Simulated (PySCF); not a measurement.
# C₄H₆O₄S₂: magnetic properties

What do calculations give for the magnetic properties of C₄H₆O₄S₂ (`O=[S@@]1C=C[C@H](S(=O)(=O)O)C1`)?

Programs: PySCF 2.14.0, with routines of our own; each step states its level. All values are computed. Atoms count from 0.

### 1 The system as given

16 atoms, charge 0, multiplicity 1; geometry from: GFN2-xTB.

### 2 Magnetic properties: GIAO B97-2/pcSseg-1

Job settings and geometry (Å):

```
{"job": {"kind": "mag", "xc": "B97-2", "basis": "pcSseg-1", "isotopologues": 0}, "charge": 0, "multiplicity": 1}
O     -0.521916     1.957556    -1.129290
S     -1.388703     0.758301    -1.237310
C     -1.782268     0.341770     0.483041
C     -0.922521    -0.508763     1.022525
C      0.152841    -0.973527     0.130969
S      1.650593     0.070965     0.499841
O      2.431161     0.091796    -0.699593
O      2.237917    -0.434768     1.694236
O      1.060049     1.479581     0.808338
C     -0.247257    -0.693995    -1.296174
H     -2.596256     0.843893     0.969116
H     -0.938196    -0.821893     2.054239
H      0.496349    -1.987766     0.316991
H      0.545340     1.845444     0.022305
H     -0.802555    -1.518376    -1.742698
H      0.617822    -0.441275    -1.907947
```

Method: GIAO B97-2/pcSseg-1 magnetisability, rotational g tensor and spin-rotation constants, non-relativistic, gas phase.

The run is started by

```console
$ OMP_NUM_THREADS=1 python excited_run.py task.json out
```

One launch serves the whole session: the jobs run in the order shown.

Log:

```text
coarse grid: 15656 points
cycle   1  E = -1252.4927769370  dE =  2.881e+00  |g| = 1.472e+00  |ddm| = 4.223e+00
cycle   2  E = -1251.1912438483  dE =  1.302e+00  |g| = 2.969e+00  |ddm| = 3.982e+00
cycle   3  E = -1252.8431595388  dE = -1.652e+00  |g| = 4.360e-01  |ddm| = 3.229e+00
cycle   4  E = -1252.8801936182  dE = -3.703e-02  |g| = 1.708e-01  |ddm| = 5.385e-01
cycle   5  E = -1252.8853315056  dE = -5.138e-03  |g| = 5.091e-02  |ddm| = 1.626e-01
cycle   6  E = -1252.8857969586  dE = -4.655e-04  |g| = 1.764e-02  |ddm| = 5.285e-02
cycle   7  E = -1252.8858572828  dE = -6.032e-05  |g| = 4.487e-03  |ddm| = 1.795e-02
cycle   8  E = -1252.8858606066  dE = -3.324e-06  |g| = 1.824e-03  |ddm| = 4.609e-03
final grid: 145392 points
cycle   9  E = -1252.9917752470  dE = -6.817e-05  |g| = 8.758e-03  |ddm| = 3.620e-02
cycle  10  E = -1252.9917512147  dE =  2.403e-05  |g| = 1.397e-02  |ddm| = 1.786e-02
cycle  11  E = -1252.9917870667  dE = -3.585e-05  |g| = 2.046e-03  |ddm| = 1.303e-02
cycle  12  E = -1252.9917878375  dE = -7.708e-07  |g| = 7.402e-04  |ddm| = 2.250e-03
cycle  13  E = -1252.9917879294  dE = -9.191e-08  |g| = 1.642e-04  |ddm| = 6.002e-04
cycle  14  E = -1252.9917879349  dE = -5.460e-09  |g| = 3.107e-05  |ddm| = 1.639e-04
cycle  15  E = -1252.9917879350  dE = -1.373e-10  |g| = 1.867e-05  |ddm| = 4.464e-05
converged SCF energy = -1252.9917879350

Magnetisability tensor (1e-30 J/T^2)
    -1421.91     -131.34      -36.27
     -131.34    -1542.96      -31.31
      -36.27      -31.31    -1275.11
isotropic -1413.33   principal values   -1632.96  -1340.38  -1266.64
isotropic susceptibility -85.112 1e-6 cm^3/mol

Inertial axes            a          b          c
rot. const./GHz      1.9778     0.8986     0.8324
chi total           -82.792    -86.037    -86.508
chi diamagnetic    -727.284  -1372.092  -1468.367
chi paramagnetic    644.492   1286.055   1381.859
quadrupole/D A       -9.524      2.301      7.223
g nuclear            0.5598     0.5236     0.5215
g electronic        -0.5988    -0.5429    -0.5404
g total             -0.0390    -0.0193    -0.0188

Spin-rotation constants (kHz, H = +C I.J)
atom  isotope        aa         bb         cc
 10     1H       -0.101     -0.064      0.001
 11     1H       -0.145      0.039     -0.067
 12     1H       -0.138     -0.057     -0.027
 13     1H        0.029     -0.029     -0.035
 14     1H       -0.163     -0.091     -0.006
 15     1H       -0.162      0.002     -0.071
  0    17O*      -0.182     -0.146     -0.070
  1    33S*       0.851      0.365      0.338
  2    13C*       0.614      0.317      0.270
  3    13C*       0.599      0.349      0.266
  4    13C*       0.420      0.213      0.198
  5    33S*       0.804      0.317      0.347
  6    17O*      -0.474     -0.229     -0.203
  7    17O*      -0.487     -0.194     -0.149
  8    17O*      -0.468     -0.204     -0.164
  9    13C*       0.390      0.171      0.182
* in the singly substituted isotopologue
```

It took 96 s on 1 thread of Arm Neoverse N1, shared host; peak memory 0.96 GiB.

From this job:

```csv
quantity,value
magnetisability,-1413·10⁻³⁰ J/T²
molar susceptibility,-85.1·10⁻⁶ cm³/mol
"rotational g (a, b, c)","-0.0390, -0.0193, -0.0188"
```

The fields below are evaluated on a grid from the run's orbitals.

Frontier orbitals at B97-2/pcSseg-1, with the share of their density that lies nearest to each atom:

```csv
orbital,energy (eV),lies on
HOMO,-7.82,O0 41 %; S1 26 %; O7 7 %
LUMO,-1.98,"C2, C3 about 27 % each; S1 10 %; H10, H11 about 7 % each"
```

ELF in a plane through or near 5 of the atoms.

Values, 10 rows by 14 columns:
```
0.00 0.00 0.00 0.00 0.00 0.00 0.00 0.00 0.00 0.00 0.00 0.00 0.00 0.00
0.00 0.00 0.00 0.00 0.00 0.00 0.00 0.00 0.00 0.00 0.00 0.00 0.00 0.00
0.00 0.00 0.05 0.32 0.50 0.18 0.00 0.08 0.08 0.01 0.01 0.00 0.00 0.00
0.00 0.00 0.48 0.88 0.73 0.33 0.02 0.23 0.46 0.30 0.96 0.95 0.03 0.00
0.00 0.00 0.20 0.50 0.59 0.16 0.24 0.18 0.88 0.16 0.98 0.93 0.05 0.00
0.00 0.00 0.22 0.57 0.75 0.35 0.25 0.03 0.49 0.92 0.42 0.03 0.00 0.00
0.00 0.00 0.38 0.86 0.74 0.35 0.08 0.16 0.25 0.74 0.95 0.64 0.02 0.00
0.00 0.00 0.01 0.13 0.28 0.02 0.63 0.08 0.35 0.88 0.96 0.65 0.00 0.00
0.00 0.00 0.00 0.00 0.00 0.00 0.01 0.00 0.01 0.13 0.15 0.00 0.00 0.00
0.00 0.00 0.00 0.00 0.00 0.00 0.00 0.00 0.00 0.00 0.00 0.00 0.00 0.00
```
The map spans 10.4 Å across and 9.5 Å up, centred on the molecule. Atoms in the plane (x, y in Å): S1 (1.6, -1.2), C2 (1.8, 0.6), S5 (-1.6, 0.4), O6 (-2.3, -0.9), H10 (2.6, 1.1).

On the surface of density 0.002 e/bohr³ the electrostatic potential runs, from the 1st to the 99th percentile, from -1.66 V near O7 to 1.78 V near H14.

### 3 Magnetic properties: GIAO wB97X/MINI in benzene, grid 3

The job, as its differences from that of step 2:

```diff
@@ -1,2 +1,2 @@
-{"job": {"kind": "mag", "xc": "B97-2", "basis": "pcSseg-1", "isotopologues": 0}, "charge": 0, "multiplicity": 1}
+{"job": {"kind": "mag", "xc": "wB97X", "basis": "MINI", "grid": 3, "solvent": "benzene"}, "charge": 0, "multiplicity": 1}
 O     -0.521916     1.957556    -1.129290
```

Method: GIAO wB97X/MINI magnetisability, non-relativistic, IEF-PCM benzene.

Log:

```text
coarse grid: 15656 points
cycle   1  E = -1244.7329078831  dE =  3.921e+00  |g| = 1.063e+00  |ddm| = 6.809e+00
cycle   2  E = -1244.7361016316  dE = -3.194e-03  |g| = 1.261e+00  |ddm| = 4.558e+00
cycle   3  E = -1245.1931043010  dE = -4.570e-01  |g| = 1.971e-01  |ddm| = 2.528e+00
cycle   4  E = -1245.2055502321  dE = -1.245e-02  |g| = 4.599e-02  |ddm| = 4.214e-01
cycle   5  E = -1245.2063040313  dE = -7.538e-04  |g| = 1.944e-02  |ddm| = 1.236e-01
cycle   6  E = -1245.2064447198  dE = -1.407e-04  |g| = 3.941e-03  |ddm| = 4.225e-02
cycle   7  E = -1245.2064533300  dE = -8.610e-06  |g| = 1.767e-03  |ddm| = 1.260e-02
final grid: 209408 points
cycle   8  E = -1245.2481593244  dE = -1.945e-05  |g| = 2.171e-03  |ddm| = 1.761e-02
cycle   9  E = -1245.2481605769  dE = -1.252e-06  |g| = 1.822e-03  |ddm| = 7.743e-03
cycle  10  E = -1245.2481617039  dE = -1.127e-06  |g| = 3.411e-04  |ddm| = 3.713e-03
cycle  11  E = -1245.2481617851  dE = -8.120e-08  |g| = 1.627e-04  |ddm| = 1.426e-03
cycle  12  E = -1245.2481617971  dE = -1.198e-08  |g| = 3.973e-05  |ddm| = 4.479e-04
cycle  13  E = -1245.2481617979  dE = -8.113e-10  |g| = 1.660e-05  |ddm| = 1.235e-04
converged SCF energy = -1245.2481617979

Magnetisability tensor (1e-30 J/T^2)
    -1619.08     -107.54       -4.08
     -107.54    -1732.85      -51.07
       -4.08      -51.07    -1501.83
isotropic -1617.92   principal values   -1804.62  -1561.88  -1487.26
isotropic susceptibility -97.433 1e-6 cm^3/mol

Inertial axes            a          b          c
rot. const./GHz      1.9778     0.8986     0.8324
chi total           -93.821    -97.949   -100.530
chi diamagnetic    -742.508  -1385.782  -1481.129
chi paramagnetic    648.687   1287.834   1380.599
quadrupole/D A       -7.262      1.958      5.304
```

Run time: 35 s. Hardware: 1 thread of Arm Neoverse N1, shared host; peak memory 0.58 GiB.

From this job:

```csv
quantity,value
magnetisability,-1618·10⁻³⁰ J/T²
molar susceptibility,-97.4·10⁻⁶ cm³/mol
```

### 4 Outcome

| quantity | value |
| --- | --- |
| magnetisability (step 2, GIAO B97-2/pcSseg-1) | -1413·10⁻³⁰ J/T² |
| molar susceptibility (step 2, GIAO B97-2/pcSseg-1) | -85.1·10⁻⁶ cm³/mol |
| rotational g (a, b, c) (step 2, GIAO B97-2/pcSseg-1) | -0.0390, -0.0193, -0.0188 |
| surface potential, 1st and 99th percentile | -1.66 V and 1.78 V |

**Reading.** By nearest atom (B97-2/pcSseg-1), the HOMO sits on O0 41 %; S1 26 % and the LUMO on C2, C3 about 27 % each; S1 10 %. Vibrational averaging and real surroundings are missing from these values.
